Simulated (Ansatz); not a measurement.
# CH6OSi: the cost of one run

Program: Ansatz 0.2.0, Gaussian basis. Level of theory: PBE0-D4/def2-TZVP structures, single points in def2-TZVPP, no counterpoise correction. These are calculated values, not measurements.

Levels: SPW92, PBE-D4, BLYP-D4, r2SCAN-D4, B97M-V, PBE0-D4, B3LYP-D4, r2SCAN0-D4, BHLYP-D4, CAM-B3LYP-D4, wB97X-V, wB97M-V, B2PLYP, PBE-QIDH, RPA on PBE, Hartree-Fock, MP2, CCSD, CCSD(T).

Correlated methods freeze the cores. B3LYP uses VWN-RPA correlation. B2PLYP carries no dispersion term here.

94 further runs of the same task are left out: 94 set aside as unsound or not needed.

## (1) The starting structure

The complex: 14 atoms, charge 0, spin multiplicity 1.

Atoms are counted from 1 here; the program's logs count them from 0.

Bond lengths: Si1–H3 1.489 Å, Si1–H4 1.490 Å, Si1–H5 1.480 Å, Si1–O7 1.646 Å, Si2–H6 1.485 Å, Si2–H9 1.483 Å, Si2–H10 1.488 Å, Si2–H11 1.483 Å, O7–C8 1.410 Å, C8–H12 1.096 Å, C8–H13 1.096 Å, C8–H14 1.091 Å. Angles: H3–Si1–H4 108.2°, H3–Si1–H5 110.5°, H3–Si1–O7 110.8°, H4–Si1–H5 110.5°, H4–Si1–O7 110.4°, H5–Si1–O7 106.5°, H6–Si2–H9 110.2°, H6–Si2–H10 108.4°, H6–Si2–H11 110.2°, H9–Si2–H10 108.7°, H9–Si2–H11 110.7°, H10–Si2–H11 108.7°, Si1–O7–C8 122.0°, O7–C8–H12 111.3°, O7–C8–H13 111.5°, O7–C8–H14 108.2°, H12–C8–H13 108.7°, H12–C8–H14 108.6° and more.

Geometry (Å):

| atom | x (Å) | y (Å) | z (Å) |
| --- | --- | --- | --- |
| Si1 | -1.7573 | -0.3958 | -0.7759 |
| Si2 | 1.2846 | -0.6491 | 1.8954 |
| H3 | -1.2086 | -1.6354 | -1.3930 |
| H4 | -2.6366 | 0.2710 | -1.7766 |
| H5 | -2.5197 | -0.7218 | 0.4497 |
| H6 | 1.6916 | -1.1676 | 0.5647 |
| O7 | -0.5428 | 0.6149 | -0.3158 |
| C8 | 0.3607 | 1.1698 | -1.2451 |
| H9 | 1.4247 | 0.8271 | 1.9335 |
| H10 | 2.1830 | -1.2404 | 2.9235 |
| H11 | -0.1114 | -1.0504 | 2.1968 |
| H12 | -0.1601 | 1.7790 | -1.9925 |
| H13 | 0.9325 | 0.3908 | -1.7624 |
| H14 | 1.0593 | 1.8080 | -0.7020 |

Its parts: CH6OSi holds atoms 1, 3, 4, 5, 7, 8, 12, 13, 14; SiH4 holds atoms 2, 6, 9, 10, 11. Each part counts its atoms afresh in its own runs.

## (2) Relaxing CH6OSi alone

relax-a/in.yaml reads:

```yaml
crystal:
  periodic: [false, false, false]
  atoms:
    - {symbol: Si, position_ang: [-1.757326, -0.395794, -0.775894]}
    - {symbol: H, position_ang: [-1.208621, -1.635411, -1.392959]}
    - {symbol: H, position_ang: [-2.636568, 0.271021, -1.776641]}
    - {symbol: H, position_ang: [-2.519728, -0.721814, 0.449741]}
    - {symbol: O, position_ang: [-0.542759, 0.614919, -0.315811]}
    - {symbol: C, position_ang: [0.360659, 1.169780, -1.245065]}
    - {symbol: H, position_ang: [-0.160098, 1.778980, -1.992494]}
    - {symbol: H, position_ang: [0.932509, 0.390770, -1.762400]}
    - {symbol: H, position_ang: [1.059345, 1.808019, -0.702039]}
basis:
  gaussian: {orbitals: def2-TZVP}
hamiltonian: {xc: pbe0, dispersion: d4}
relax: {f_tol: 0.005, max_steps: 200}
```

Command:

```console
$ ansatz run in.yaml --threads 8 --pin off --events-out ev --progress --plain --max-ram 19148MiB
```

**Question.** How long does this run take on 8 threads of Arm Neoverse V1, shared host?

About 4.7 s.
